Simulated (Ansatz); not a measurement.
# CHBrFI: basis-set convergence

An exercise on one series of results from a longer session: the logs are not shown, and one member is left open.

Program: Ansatz 0.2.0, Gaussian basis. Level of theory: one geometry, several basis sets. These are calculated values, not measurements.

Levels to be run: PBE0-D4/def2-SVP; ωB97M-V/def2-SVP; PBE0-D4/def2-QZVPP; ωB97M-V/def2-QZVPP; the functionals' def2-TZVPP values are taken from earlier runs.

### The geometry

An earlier PBE0-D4 in a triple-zeta def2 set relaxation fixed the geometry. I takes the def2 core potential; no spin-orbit term is included.

SMILES `FC(Br)I`, 5 atoms, charge 0, spin multiplicity 1.

Atoms are counted from 1 here; the program's logs count them from 0.

Bond lengths: F1–C2 1.340 Å, C2–Br3 1.925 Å, C2–I4 2.140 Å, C2–H5 1.087 Å. Angles: F1–C2–Br3 109.7°, F1–C2–I4 109.8°, F1–C2–H5 110.0°, Br3–C2–I4 112.6°, Br3–C2–H5 107.5°, I4–C2–H5 107.2°.

Set-up of the first run:

Contents of in.yaml:

```yaml
crystal:
  periodic: [false, false, false]
  atoms:
    - {symbol: F, position_ang: [0.513587, 0.869509, -1.013353]}
    - {symbol: C, position_ang: [0.025248, 0.160530, 0.013934]}
    - {symbol: Br, position_ang: [1.455591, -0.786425, 0.888457]}
    - {symbol: I, position_ang: [-1.523746, -1.144380, -0.677475]}
    - {symbol: H, position_ang: [-0.420781, 0.827166, 0.747038]}
basis:
  gaussian: {orbitals: def2-SVP}
hamiltonian: {xc: pbe0, dispersion: d4}
output: {orbitals: {seedname: orbitals}}
```

Among the steps run: PBE0-D4 in def2-SVP; ωB97M-V in def2-SVP; PBE0-D4 in def2-QZVPP; ωB97M-V in def2-QZVPP.

One of the session's tables, all rows but one given; the rest of the session is left out.

It belongs to the step «Functionals by basis». 

| functional | basis | HOMO (eV) | LUMO (eV) |
| --- | --- | --- | --- |
| PBE0-D4 | def2-SVP | -7.70 | -1.72 |
| PBE0-D4 | def2-TZVPP | -7.79 | -1.86 |
| PBE0-D4 | def2-QZVPP | -7.81 | -1.92 |
| ωB97M-V | def2-SVP | ? | ? |
| ωB97M-V | def2-TZVPP | -9.94 | 0.15 |
| ωB97M-V | def2-QZVPP | -9.96 | 0.05 |

**Question.** Estimate the row for ωB97M-V, def2-SVP.

As computed: HOMO (eV): -9.83; LUMO (eV): 0.39. In the column «HOMO (eV)» it lies between ωB97M-V, def2-TZVPP (-9.94) and PBE0-D4, def2-QZVPP (-7.81).
